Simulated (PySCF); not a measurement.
# BHBr (SMILES [BH]Br) at U-r2SCAN/STO-3G

Aim: the vertical ionisation energy of BHBr at U-r2SCAN/STO-3G, from 2 runs. 

Program for the calculation: PySCF 2.14.0.

14 further runs of the same task are left out: 4 that didn't finish, 10 set aside as unsound or not needed.

## (1) The system as given

BHBr: 3 atoms, total charge 0, spin state doublet. As SMILES, `[BH]Br`. The shape is that of a PBE0-D4/def2-TZVP optimisation.

Bond lengths: B1–Br2 1.868 Å, B1–H3 1.193 Å. Angles: Br2–B1–H3 123.6°.

## (2) A single-point energy at U-r2SCAN/STO-3G

job.py

```python
from pyscf import gto, dft

mol = gto.M(
    atom='''
B   -0.094500  -0.523000  -0.115700
Br   1.181000   0.563200   0.709800
H   -1.097400  -0.105000  -0.607300
''',
    spin=1,
    charge=0,
    basis='sto-3g',
    max_memory=1860,
    verbose=4,
)

mf = dft.UKS(mol)
mf.xc = 'r2scan'
mf.conv_tol = 1e-10
mf.grids.level = 5
mf.kernel()
if not mf.converged:
    mf = mf.newton().run(mf.mo_coeff, mf.mo_occ)

e_final = mf.e_tot
print('E(%s) = %.9f' % ('R2SCAN', e_final))
```

The run is started by

```sh
$ OMP_NUM_THREADS=1 python job.py
```

The log of the run:

```text
PySCF version 2.14.0

[INPUT] num. atoms = 3
[INPUT] num. electrons = 41
[INPUT] charge = 0
[INPUT] spin (= nelec alpha-beta = 2S) = 1
[INPUT] symmetry False subgroup None
[INPUT] Mole.unit = angstrom
[INPUT] Symbol           X                Y                Z      unit          X                Y                Z       unit  Magmom
[INPUT]  1 B     -0.094500000000  -0.523000000000  -0.115700000000 AA   -0.178579118771  -0.988326763148  -0.218641312612 Bohr   0.0
[INPUT]  2 Br     1.181000000000   0.563200000000   0.709800000000 AA    2.231766553111   1.064293753355   1.341327603216 Bohr   0.0
[INPUT]  3 H     -1.097400000000  -0.105000000000  -0.607300000000 AA   -2.073785449098  -0.198421243079  -1.147630675448 Bohr   0.0

nuclear repulsion = 58.6237283812187
number of shells = 12
number of NR pGTOs = 72
number of NR cGTOs = 24
basis = sto-3g
ecp = {}

******** <class 'pyscf.dft.uks.UKS'> ********
method = UKS
initial guess = minao
damping factor = 0
level_shift factor = 0
DIIS = <class 'pyscf.scf.diis.CDIIS'>
diis_start_cycle = 1
diis_space = 8
diis_damp = 0
SCF conv_tol = 1e-10
SCF conv_tol_grad = None
SCF max_cycles = 50
direct_scf = True
direct_scf_tol = 1e-13
number electrons alpha = 21  beta = 20
XC library pyscf.dft.libxc version 7.0.0
    S. Lehtola, C. Steigemann, M. J.T. Oliveira, and M. A.L. Marques.,  SoftwareX 7, 1–5 (2018)
XC functionals = r2scan
    J. W. Furness, A. D. Kaplan, J. Ning, J. P. Perdew, and J. Sun.,  J. Phys. Chem. Lett. 11, 8208-8215 (2020)
    J. W. Furness, A. D. Kaplan, J. Ning, J. P. Perdew, and J. Sun.,  J. Phys. Chem. Lett. 11, 9248-9248 (2020)
    J. W. Furness, A. D. Kaplan, J. Ning, J. P. Perdew, and J. Sun.,  J. Phys. Chem. Lett. 11, 8208-8215 (2020)
    J. W. Furness, A. D. Kaplan, J. Ning, J. P. Perdew, and J. Sun.,  J. Phys. Chem. Lett. 11, 9248-9248 (2020)
radial grids:
    Treutler-Ahlrichs [JCP 102, 346 (1995); DOI:10.1063/1.469408] (M4) radial grids

becke partition: Becke, JCP 88, 2547 (1988); DOI:10.1063/1.454033
pruning grids: <function nwchem_prune>
grids dens level: 5
symmetrized grids: False
atomic radii adjust function: <function treutler_atomic_radii_adjust>
small_rho_cutoff = 0
Set gradient conv threshold to 1e-05
tot grids = 111440
init E= -2567.75140575506
[... the frontier-level lines of each cycle are left out ...]


cycle= 1 E= -2571.08127654901  delta_E= -3.33  |g|= 0.223  |ddm|= 1.54
cycle= 2 E= -2570.88253537896  delta_E= 0.199  |g|= 0.563  |ddm|= 1.37
cycle= 3 E= -2571.1413672406  delta_E= -0.259  |g|= 0.0132  |ddm|= 0.873
cycle= 4 E= -2571.14160085568  delta_E= -0.000234  |g|= 0.00343  |ddm|= 0.041
cycle= 5 E= -2571.14161623052  delta_E= -1.54e-05  |g|= 0.000913  |ddm|= 0.00935
cycle= 6 E= -2571.1416178834  delta_E= -1.65e-06  |g|= 0.000171  |ddm|= 0.00365
cycle= 7 E= -2571.14161793434  delta_E= -5.09e-08  |g|= 2.54e-05  |ddm|= 0.000624
cycle= 8 E= -2571.14161793583  delta_E= -1.49e-09  |g|= 3.84e-06  |ddm|= 0.000115
cycle= 9 E= -2571.14161793587  delta_E= -4.09e-11  |g|= 6.97e-07  |ddm|= 2.09e-05
Extra cycle  E= -2571.14161793587  delta_E= -1.82e-12  |g|= 5.89e-07  |ddm|= 2.92e-06
converged SCF energy = -2571.14161793587  <S^2> = 0.7550621  2S+1 = 2.0050557
E(R2SCAN) = -2571.141617936
```

Wall time 8.7 s (1 thread of Arm Neoverse N1, shared host); peak memory 0.22 GiB.

## (3) The singlet cation

job.py

```python
from pyscf import gto, dft

mol = gto.M(
    atom='''
B     -0.178579    -0.988327    -0.218641
Br     2.231767     1.064294     1.341328
H     -2.073785    -0.198421    -1.147631
''',
    verbose=4,
    max_memory=1860,
    basis='sto-3g',
    charge=1,
    unit='bohr',
)

ks = dft.RKS(mol, xc='r2scan')
ks.conv_tol = 1e-10
ks.grids.level = 5
ks.kernel()
if not ks.converged:
    ks = ks.newton().run(ks.mo_coeff, ks.mo_occ)

etot = ks.e_tot
print('Final energy', etot)
```

The run is started by

```sh
$ OMP_NUM_THREADS=1 python job.py
```

The log of the run:

```text
PySCF version 2.14.0

[INPUT] num. atoms = 3
[INPUT] num. electrons = 40
[INPUT] charge = 1
[INPUT] spin (= nelec alpha-beta = 2S) = 0
[INPUT] symmetry False subgroup None
[INPUT] Mole.unit = bohr
[INPUT] Symbol           X                Y                Z      unit          X                Y                Z       unit  Magmom
[INPUT]  1 B     -0.094499937149  -0.523000125337  -0.115699834573 AA   -0.178579000000  -0.988327000000  -0.218641000000 Bohr   0.0
[INPUT]  2 Br     1.181000236483   0.563200130519   0.709800209969 AA    2.231767000000   1.064294000000   1.341328000000 Bohr   0.0
[INPUT]  3 H     -1.097399762348  -0.104999871368  -0.607300171745 AA   -2.073785000000  -0.198421000000  -1.147631000000 Bohr   0.0

nuclear repulsion = 58.6237201454069
number of shells = 12
number of NR pGTOs = 72
number of NR cGTOs = 24
basis = sto-3g
ecp = {}

******** <class 'pyscf.dft.rks.RKS'> ********
method = RKS
initial guess = minao
damping factor = 0
level_shift factor = 0
DIIS = <class 'pyscf.scf.diis.CDIIS'>
diis_start_cycle = 1
diis_space = 8
diis_damp = 0
SCF conv_tol = 1e-10
SCF conv_tol_grad = None
SCF max_cycles = 50
direct_scf = True
direct_scf_tol = 1e-13
XC library pyscf.dft.libxc version 7.0.0
    S. Lehtola, C. Steigemann, M. J.T. Oliveira, and M. A.L. Marques.,  SoftwareX 7, 1–5 (2018)
XC functionals = r2scan
    J. W. Furness, A. D. Kaplan, J. Ning, J. P. Perdew, and J. Sun.,  J. Phys. Chem. Lett. 11, 8208-8215 (2020)
    J. W. Furness, A. D. Kaplan, J. Ning, J. P. Perdew, and J. Sun.,  J. Phys. Chem. Lett. 11, 9248-9248 (2020)
    J. W. Furness, A. D. Kaplan, J. Ning, J. P. Perdew, and J. Sun.,  J. Phys. Chem. Lett. 11, 8208-8215 (2020)
    J. W. Furness, A. D. Kaplan, J. Ning, J. P. Perdew, and J. Sun.,  J. Phys. Chem. Lett. 11, 9248-9248 (2020)
radial grids:
    Treutler-Ahlrichs [JCP 102, 346 (1995); DOI:10.1063/1.469408] (M4) radial grids

becke partition: Becke, JCP 88, 2547 (1988); DOI:10.1063/1.454033
pruning grids: <function nwchem_prune>
grids dens level: 5
symmetrized grids: False
atomic radii adjust function: <function treutler_atomic_radii_adjust>
small_rho_cutoff = 0
Set gradient conv threshold to 1e-05
Initial guess from minao.
tot grids = 111440
init E= -2567.75140545852
  HOMO = -0.478763854189814  LUMO = -0.205299235505728  gap/eV = 7.44135
cycle= 1 E= -2570.68363050707  delta_E= -2.93  |g|= 0.562  |ddm|= 2.09
  HOMO = -0.54081213359686  LUMO = -0.355051908457153  gap/eV = 5.05479
cycle= 2 E= -2567.74071392263  delta_E= 2.94  |g|= 2.31  |ddm|= 4.35
  HOMO = -0.53244801175682  LUMO = -0.362371723040289  gap/eV = 4.62801
cycle= 3 E= -2570.88240118576  delta_E= -3.14  |g|= 0.106  |ddm|= 3.68
  HOMO = -0.531830346664025  LUMO = -0.386665647574682  gap/eV = 3.95013
cycle= 4 E= -2570.88896414586  delta_E= -0.00656  |g|= 0.0058  |ddm|= 0.238
  HOMO = -0.537003391799066  LUMO = -0.391540900777494  gap/eV = 3.95824
cycle= 5 E= -2570.88897575151  delta_E= -1.16e-05  |g|= 0.00338  |ddm|= 0.0174
  HOMO = -0.536805614587823  LUMO = -0.391859180619379  gap/eV = 3.94419
cycle= 6 E= -2570.88898176951  delta_E= -6.02e-06  |g|= 0.000596  |ddm|= 0.00623
  HOMO = -0.536833062532903  LUMO = -0.391931101757774  gap/eV = 3.94298
cycle= 7 E= -2570.88898191738  delta_E= -1.48e-07  |g|= 0.000225  |ddm|= 0.000906
  HOMO = -0.536821529950325  LUMO = -0.391928216251653  gap/eV = 3.94275
cycle= 8 E= -2570.88898193627  delta_E= -1.89e-08  |g|= 9.43e-05  |ddm|= 0.00022
  HOMO = -0.536815566203502  LUMO = -0.391933220033829  gap/eV = 3.94245
cycle= 9 E= -2570.88898194039  delta_E= -4.13e-09  |g|= 4.55e-06  |ddm|= 0.000173
  HOMO = -0.536815951161243  LUMO = -0.391933224733352  gap/eV = 3.94246
cycle= 10 E= -2570.8889819404  delta_E= -9.09e-12  |g|= 2.33e-07  |ddm|= 7.51e-06
  HOMO = -0.536816001447185  LUMO = -0.391933170584051  gap/eV = 3.94246
Extra cycle  E= -2570.8889819404  delta_E= -4.55e-13  |g|= 7.56e-07  |ddm|= 1.71e-06
converged SCF energy = -2570.8889819404
Final energy -2570.8889819404017
```

Run time: 5.4 s. Hardware: 1 thread of Arm Neoverse N1, shared host; peak memory 0.2 GiB.

## (4) What came out

Level: U-r2SCAN/STO-3G.

| quantity | value |
| --- | --- |
| doublet BHBr: total energy | -2571.14162 Eh |
| doublet BHBr: dipole moment | 0.16 D |
| doublet BHBr: HOMO energy (highest over α and β) | -2.43 eV |
| doublet BHBr: LUMO energy (lowest over α and β) | 0.26 eV |
| doublet BHBr: ⟨S²⟩ | 0.755 |
| singlet cation: total energy | -2570.88898 Eh |
| singlet cation: HOMO energy | -14.61 eV |
| singlet cation: LUMO energy | -10.67 eV |
| singlet cation: HOMO–LUMO gap | 3.94 eV |
| vertical ionisation energy (to the singlet cation) | 6.875 eV |

**Reading.** The vertical ionisation energy comes to 6.87 eV (663 kJ/mol). Only the singlet of the ionised species was computed; a triplet could lie lower. In a minimal basis such a difference can be off by several eV, whatever the method. Mulliken charges (singlet cation) run from +0.13 on H3 to +0.48 on Br2; they depend strongly on the basis.
